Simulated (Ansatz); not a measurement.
# AlPtC4N4: the cost of one run

Computed with Ansatz 0.2.0 (DFT PBE, scalar-relativistic, plane waves, PAW, unless a step's input says otherwise).

### 1 The structure to begin with

The structure is cubic, space group P-43m (No. 215). Conventional cell: a = 5.831 Å, b = 5.831 Å, c = 5.831 Å, α = 90.00°, β = 90.00°, γ = 90.00°. Al (site symmetry -43m) has 4 N at 1.96 Å in its first shell of neighbours. Pt (site symmetry -43m) is surrounded by 4 C at 1.92 Å. Around C (site symmetry 3m) lie 1 N at 1.17 Å and 1 Pt at 1.92 Å. Around N (site symmetry 3m) lie 1 C at 1.17 Å and 1 Al at 1.96 Å.

Structure file:

```xyz
10
Lattice="5.8307 0.0000 0.0000 0.0000 5.8307 0.0000 0.0000 0.0000 5.8307" Properties=species:S:1:pos:R:3 pbc="T T T"
Al    2.9153    2.9153    2.9153
Pt    0.0000    0.0000    0.0000
C     1.1068    1.1068    1.1068
C     1.1068    4.7239    4.7239
C     4.7239    1.1068    4.7239
C     4.7239    4.7239    1.1068
N     1.7823    1.7823    1.7823
N     1.7823    4.0484    4.0484
N     4.0484    1.7823    4.0484
N     4.0484    4.0484    1.7823
```

Recipe of the guess: two interpenetrating cyanide-bridged diamond nets (P-43m, No. 215). Lengths come from tabulated atomic sizes and are only a guess.

### 2 The guess as it stands, on a coarse mesh

Input file input.yaml:

```yaml
crystal:
  lattice:
    - [5.83066037, 0.0, 0.0]
    - [0.0, 5.83066037, 0.0]
    - [0.0, 0.0, 5.83066037]
  atoms:
    - { symbol: Al, position: [0.5, 0.5, 0.5] }
    - { symbol: Pt, position: [0.0, 0.0, 0.0] }
    - { symbol: C, position: [0.18982077, 0.18982077, 0.18982077] }
    - { symbol: C, position: [0.18982077, 0.81017923, 0.81017923] }
    - { symbol: C, position: [0.81017923, 0.18982077, 0.81017923] }
    - { symbol: C, position: [0.81017923, 0.81017923, 0.18982077] }
    - { symbol: "N", position: [0.30567383, 0.30567383, 0.30567383] }
    - { symbol: "N", position: [0.30567383, 0.69432617, 0.69432617] }
    - { symbol: "N", position: [0.69432617, 0.30567383, 0.69432617] }
    - { symbol: "N", position: [0.69432617, 0.69432617, 0.30567383] }
basis:
  ecutwfc: 420
kpoints:
  mp_grid: { grid: [4, 4, 4] }
hamiltonian:
  xc: pbe
scf:
  occupations: { method: gaussian, width: 0.1 }
  lower_state_search: "off"
output:
  forces: true
  stress: true
  eigenvalues: true
```

Started as:

```console
$ ansatz run input.yaml --threads 1 --pin off --max-ram 2560MiB --backend cpu --events-out ev --progress --plain --runs-dir out
```

**Question.** How long does this run take on 1 thread of Intel Xeon at 2.50GHz (Skylake/Cascade Lake), shared host, and how much memory does it need?

About 13 s, with a peak of 0.42 GiB.
